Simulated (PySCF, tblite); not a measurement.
**C₄H₈NO₂Si radical: geometry, infrared bands and EPR parameters**

Aim: predict the infrared bands and EPR parameters of C₄H₈NO₂Si radical (`C=N[C@H]1O[CH][SiH2]CO1`).

Programs: tblite 0.8.0 and PySCF 2.14.0, with density-fitted response routines of our own. Each step states its level of theory. These are calculated values for one molecule in the gas phase, unless marked as measured. Atoms count from 0, in the outputs and in this text.

## (1) Starting geometry

16 atoms, charge 0, multiplicity 2; geometry from: force field or distance geometry start.

Bonds of the start (Å): C0–N1 1.27, N1–C2 1.45, C2–O3 1.36, O3–C4 1.38, C4–Si5 1.87, Si5–C6 1.87, C6–O7 1.36, O7–C2 1.35, C0–H8 1.09, C0–H9 1.08, C2–H10 1.14, C4–H11 1.11, Si5–H12 1.47, Si5–H13 1.47, C6–H14 1.13, C6–H15 1.09.

## (2) Optimising the geometry with GFN2-xTB

Job settings and geometry (Å):

```
{"job": {"kind": "relax", "xc": "GFN2-xTB", "basis": "xTB"}, "charge": 0, "multiplicity": 2}
C     -1.988400     0.236100    -1.481700
N     -1.294700    -0.387600    -0.625300
C     -0.855600     0.370000     0.531400
O     -0.614600    -0.535300     1.518800
C      0.299700    -1.521900     1.223600
Si     1.598900    -0.754800     0.117700
C      1.361200     1.095900     0.242600
O      0.028800     1.363500     0.306200
H     -2.266200     1.280500    -1.379700
H     -2.331500    -0.321300    -2.345500
H     -1.821100     0.887100     0.854100
H     -0.118200    -2.456700     0.796400
H      2.955500    -1.135900     0.541200
H      1.331800    -1.143500    -1.279300
H      1.769600     1.374000     1.264000
H      1.937200     1.658900    -0.493400
```

The run is started by

```sh
> OMP_NUM_THREADS=1 python probes_run.py task.json out
```

This one command runs all jobs of the session in turn.

The program printed:

```text
step      E/eV     max force
  0    -687.94557    2.979
  1    -688.27247    1.309
  2    -688.36575    1.419
  3    -688.44507    0.739
  4    -688.54693    0.865
  5    -688.60745    0.742
  6    -688.64733    0.454
  7    -688.67611    0.488
  8    -688.71170    0.603
  9    -688.75250    0.672
 10    -688.79314    0.599
 11    -688.82571    0.560
 12    -688.85196    0.535
 13    -688.87322    0.372
 14    -688.89138    0.366
 15    -688.89966    0.671
 16    -688.91234    0.282
 17    -688.92059    0.275
 18    -688.93430    0.209
 19    -688.94335    0.222
 20    -688.95460    0.259
 21    -688.96555    0.230
 22    -688.97816    0.266
 23    -688.98937    0.232
 24    -688.99873    0.221
 25    -689.00741    0.239
 26    -689.01835    0.301
 27    -689.03307    0.383
 28    -689.04725    0.321
 29    -689.05489    0.212
 30    -689.05822    0.313
 31    -689.06362    0.163
 32    -689.06803    0.131
 33    -689.07330    0.147
 34    -689.07742    0.165
 35    -689.08059    0.154
 36    -689.08351    0.125
 37    -689.08737    0.137
 38    -689.09101    0.171
 39    -689.09461    0.154
 40    -689.09798    0.160
 41    -689.10191    0.167
 42    -689.10569    0.132
 43    -689.10869    0.155
 44    -689.11055    0.102
 45    -689.11224    0.091
 46    -689.11419    0.089
 47    -689.11688    0.141
 48    -689.11910    0.144
 49    -689.12114    0.131
 50    -689.12293    0.117
 51    -689.12458    0.117
 52    -689.12597    0.087
 53    -689.12712    0.094
 54    -689.12809    0.101
 55    -689.12904    0.085
 56    -689.13000    0.081
 57    -689.13089    0.079
 58    -689.13163    0.077
 59    -689.13227    0.054
 60    -689.13283    0.074
 61    -689.13335    0.062
 62    -689.13386    0.057
 63    -689.13437    0.053
 64    -689.13483    0.045
 65    -689.13519    0.042
 66    -689.13544    0.035
 67    -689.13560    0.028
 68    -689.13576    0.035
 69    -689.13595    0.036
 70    -689.13616    0.034
 71    -689.13638    0.040
 72    -689.13656    0.045
 73    -689.13672    0.043
 74    -689.13686    0.034
 75    -689.13701    0.036
 76    -689.13718    0.033
 77    -689.13736    0.037
 78    -689.13756    0.043
 79    -689.13777    0.050
 80    -689.13797    0.045
 81    -689.13818    0.033
 82    -689.13841    0.039
 83    -689.13866    0.035
 84    -689.13888    0.030
 85    -689.13904    0.026
 86    -689.13914    0.022
 87    -689.13924    0.021
 88    -689.13932    0.018
 89    -689.13937    0.016
 90    -689.13940    0.016
 91    -689.13943    0.015
 92    -689.13948    0.015
 93    -689.13952    0.019
 94    -689.13956    0.014
 95    -689.13958    0.009
```

Run time: 0.7 s. Hardware: 1 thread of Arm Neoverse V1, shared host.

The steps of the relaxation: (not every step is listed)

```tsv
step	energy from step 0 (eV)	largest force (eV/Å)
0	0.0000	2.9790
1	-0.3269	1.3094
2	-0.4202	1.4186
3	-0.4995	0.7391
4	-0.6014	0.8648
5	-0.6619	0.7423
6	-0.7018	0.4543
7	-0.7305	0.4877
8	-0.7661	0.6026
16	-0.9668	0.2825
24	-1.0532	0.2213
32	-1.1225	0.1307
40	-1.1524	0.1603
48	-1.1735	0.1438
56	-1.1844	0.0808
64	-1.1893	0.0451
72	-1.1910	0.0447
80	-1.1924	0.0449
88	-1.1938	0.0182
90	-1.1938	0.0162
91	-1.1939	0.0148
92	-1.1939	0.0153
93	-1.1939	0.0193
94	-1.1940	0.0137
95	-1.1940	0.0086
```

Distances of close pairs at the start and the end, largest changes first:

```tsv
bond	before (Å)	after (Å)	change (Å)
C6–O7	1.360	1.438	+0.077
Si5–C6	1.870	1.917	+0.047
C6–H14	1.135	1.090	-0.045
C2–O3	1.361	1.403	+0.042
C2–H10	1.142	1.106	-0.036
C4–H11	1.110	1.077	-0.032
C4–Si5	1.871	1.840	-0.030
C2–O7	1.349	1.376	+0.027
```

The final coordinates are the input of the step that follows.

## (3) Vibrational analysis with GFN2-xTB

Job settings and geometry (Å):

```
{"job": {"kind": "ir", "xc": "GFN2-xTB", "basis": "xTB"}, "charge": 0, "multiplicity": 2}
C     -1.892603     0.422383    -1.573616
N     -0.967642     0.049468    -0.821853
C     -0.960441     0.399601     0.570813
O     -0.894644    -0.795319     1.303625
C      0.241620    -1.519389     1.126780
Si     1.583916    -0.893433     0.034533
C      1.320642     0.996163     0.225439
O      0.057202     1.283007     0.848352
H     -2.744267     1.023917    -1.243937
H     -1.851639     0.134167    -2.613863
H     -1.892855     0.890592     0.906297
H      0.191013    -2.443052     1.679282
H      2.884501    -1.285805     0.588895
H      1.501424    -1.232600    -1.393133
H      2.055058     1.455081     0.887049
H      1.361118     1.524163    -0.733623
```

The program printed:

```text
mode    cm-1     km/mol
  1      56.0      4.28
  2      82.5      5.29
  3     156.7      6.86
  4     191.8      0.62
  5     299.6      5.24
  6     340.4     13.18
  7     396.1     13.41
  8     420.6     15.47
  9     446.3      5.01
 10     469.7     24.52
 11     515.5     58.99
 12     523.9      3.91
 13     661.7     87.28
 14     696.6     71.32
 15     725.3      7.88
 16     755.9     29.01
 17     790.0    126.50
 18     807.2    151.19
 19     821.7     64.28
 20     934.6     37.65
 21     958.3     64.12
 22     993.1     10.61
 23    1012.3     53.18
 24    1072.3    106.87
 25    1160.5     22.83
 26    1179.4     69.82
 27    1198.5     19.18
 28    1258.7     14.35
 29    1273.5     14.49
 30    1297.7     32.77
 31    1351.6     50.83
 32    1405.8      0.60
 33    1469.9      0.75
 34    1756.9     29.92
 35    2185.6    329.08
 36    2224.2    277.05
 37    2834.4     65.72
 38    2895.9     58.53
 39    2903.8     80.03
 40    2981.2     25.68
 41    3073.4     11.65
 42    3087.5     20.07
```

It took 0.57 s on 1 thread of Arm Neoverse V1, shared host.

The strongest bands and the atoms that carry them (share of the mass-weighted mode):

```tsv
cm⁻¹	km/mol	atoms
662	87.3	H13 44 %, H12 29 %, C6 15 %
697	71.3	C6 27 %, Si5 19 %
790	126.5	H12 31 %, H13 25 %, H14 13 %
807	151.2	H13 23 %, H12 14 %, Si5 12 %, H14 11 %
1072	106.9	O7 40 %, C2 35 %, C6 17 %
2186	329.1	H13 88 %
2224	277.1	H12 88 %
2904	80.0	H8 93 %
```

## (4) EPR parameters: B3LYP/pcH-1

Settings changed since step 3:

```diff
@@ -1,2 +1,2 @@
-{"job": {"kind": "ir", "xc": "GFN2-xTB", "basis": "xTB"}, "charge": 0, "multiplicity": 2}
+{"job": {"kind": "epr", "basis": "pcH-1"}, "charge": 0, "multiplicity": 2}
 C     -1.892603     0.422383    -1.573616
```

With the program's defaults for keys left out, this is: UKS B3LYP, pcH-1 on C H N O Si, non-relativistic, mean-field spin-orbit, GIAO.

The program printed:

```text
UKS, coarse grid
  cycle   1  E = -651.74296165  |g| = 5.74e-01
  cycle   2  E = -651.57212548  |g| = 8.95e-01
  cycle   3  E = -651.85353981  |g| = 1.00e-01
  cycle   4  E = -651.85663278  |g| = 5.12e-02
  cycle   5  E = -651.85769790  |g| = 1.70e-02
  cycle   6  E = -651.85779981  |g| = 7.76e-03
  cycle   7  E = -651.85782429  |g| = 1.14e-03
  cycle   8  E = -651.85782507  |g| = 9.51e-04
UKS, final grid
  cycle   1  E = -651.85782861  |g| = 1.58e-03
  cycle   2  E = -651.85782644  |g| = 2.97e-03
  cycle   3  E = -651.85782951  |g| = 1.68e-04
  cycle   4  E = -651.85782952  |g| = 4.65e-05
  cycle   5  E = -651.85782952  |g| = 4.05e-05
  cycle   6  E = -651.85782953  |g| = 7.46e-06
E = -651.85782953 Eh   <S^2> = 0.7535 (exact 0.7500)
g shifts (ppm)      1          2          3
  rmc          -178       -178       -178
  gc             -1         35         36
  oz_so         -62       1362       2271
  total        -241       1220       2129
hyperfine (MHz)  atom isotope    a_iso     a_fc   dipolar eigenvalues
    0   13C      -0.87      -0.87     -0.53     -0.35      0.88
    1   14N      -0.82      -0.82     -1.11     -0.29      1.40
    2   13C      -5.56      -5.55     -1.31     -0.92      2.23
    3   17O     -21.57     -21.60    -63.94     31.04     32.90
    4   13C      76.25      76.27    -70.36    -68.76    139.12
    5  29Si      39.40      39.45     -2.23     -1.02      3.25
    6   13C      15.11      15.10     -1.57     -1.22      2.79
    7   17O      -0.08      -0.07     -2.95      1.35      1.60
    8    1H       2.84       2.84     -0.97     -0.80      1.77
    9    1H       2.63       2.63     -1.07     -0.67      1.74
   10    1H      -2.01      -2.01     -3.34     -2.61      5.95
   11    1H     -53.45     -53.48    -32.94     -0.83     33.77
   12    1H      13.40      13.40     -3.46     -2.51      5.97
   13    1H      73.90      73.90     -2.92     -1.76      4.68
   14    1H      -1.11      -1.11     -2.01     -1.55      3.56
   15    1H       5.33       5.33     -1.63     -1.18      2.81
```

Run time: 1.8 min. Hardware: 1 thread of Arm Neoverse V1, shared host; peak memory 0.96 GiB.

Principal g values 2.00208, 2.00354, 2.00445; g(iso) = 2.00336, against 2.00232 for a free electron.

Hyperfine couplings, nucleus by nucleus at this fixed geometry (no averaging over rotations):

```tsv
nuclei	isotope	a(iso) (MHz)	a(iso) (G, at g = 2.0023)	largest dipolar term (MHz)
C4	13C	76.3	27.2	139.1
H13	1H	73.9	26.4	4.7
H11	1H	-53.4	-19.1	33.8
Si5	29Si	39.4	14.1	3.2
O3	17O	-21.6	-7.7	-63.9
C6	13C	15.1	5.4	2.8
H12	1H	13.4	4.8	6.0
C2	13C	-5.6	-2.0	2.2
H15	1H	5.3	1.9	2.8
H8	1H	2.8	1.0	1.8
H9	1H	2.6	0.9	1.7
H10	1H	-2.0	-0.7	5.9
H14	1H	-1.1	-0.4	3.6
C0	13C	-0.9	-0.3	0.9
```

Mulliken spin populations:

C0 0.00; N1 0.01; C2 -0.01; O3 0.12; C4 0.85; Si5 -0.01; C6 0.01; O7 0.00; H8 0.00; H9 0.00; H10 0.00; H11 -0.04; H12 0.01; H13 0.05; H14 0.00; H15 0.00

In first order the couplings over 0.8 MHz of 1H, 14N give 768 distinct lines over 55.8 G.

The fields below are evaluated on a grid from the run's orbitals.

ELF in a plane through or near 5 of the atoms.

Ten even steps from '0' (0.00) to '9' (1.00):
```
0000000000000000000000000000
0000000000000000000000000000
0000000000000000000000000000
0000000000001100000000000000
0000000000048971000000000000
0000000000069991000000000000
0000000000148850001100000000
0002675323664201345421000000
0006999952576116677554300000
0018999953513058376368851000
0018999951212058268489861000
0003786436997103566555420000
0000110015756300023321100000
0000000026766322000000000000
0000000289995111000000000000
0000000399993000000000000000
0000000059961000000000000000
0000000000000000000000000000
0000000000000000000000000000
0000000000000000000000000000
```
The map spans 11.6 Å across and 10.2 Å up, centred on the molecule. Atoms in the plane (x, y in Å): C0 (2.4, 0.2), N1 (1.2, 0.0), Si5 (-1.7, 0.1), H11 (-1.6, -2.5), H12 (-3.1, 0.2).

On the surface of density 0.002 e/bohr³ the electrostatic potential runs, from the 1st to the 99th percentile, from -1.29 V near O7 to 1.23 V near H8.

The spin density lies nearest to C4 61 %; O3 16 %; H11 10 %.

## (5) Results

| quantity | value |
| --- | --- |
| strongest single infrared mode (GFN2-xTB) | 2186 cm⁻¹, 329 km/mol |
| zero-point energy (GFN2-xTB) | 71.0 kcal/mol |
| g(iso) (B3LYP) | 2.00336 |
| ⟨S²⟩ | 0.753 (exact 0.75) |
| largest a(iso) | 13C on C4, 76.3 MHz |
| potential on the surface of density 0.002 e/bohr³, 1st and 99th percentile | -1.29 V and 1.23 V |

**Reading.** Over 95 steps the energy fell by 1.194 eV; of the close pairs, C6–O7 changed most, 1.360 to 1.438 Å. All 42 modes are real, so the xTB geometry is a minimum. The strongest single mode, at 2186 cm⁻¹, moves mainly H13. Unscaled tight-binding wavenumbers are off by several per cent, some by more. Its intensities can rank the bands wrongly. Most of the unpaired spin sits on C4 (0.85 e). The isotropic g lies 1.0 ppt above the free-electron value. These values are for one conformer; the search (at its own cheap level) found 2 more, at 0.72, 3.10 kcal/mol, and measured spectra average over such forms.
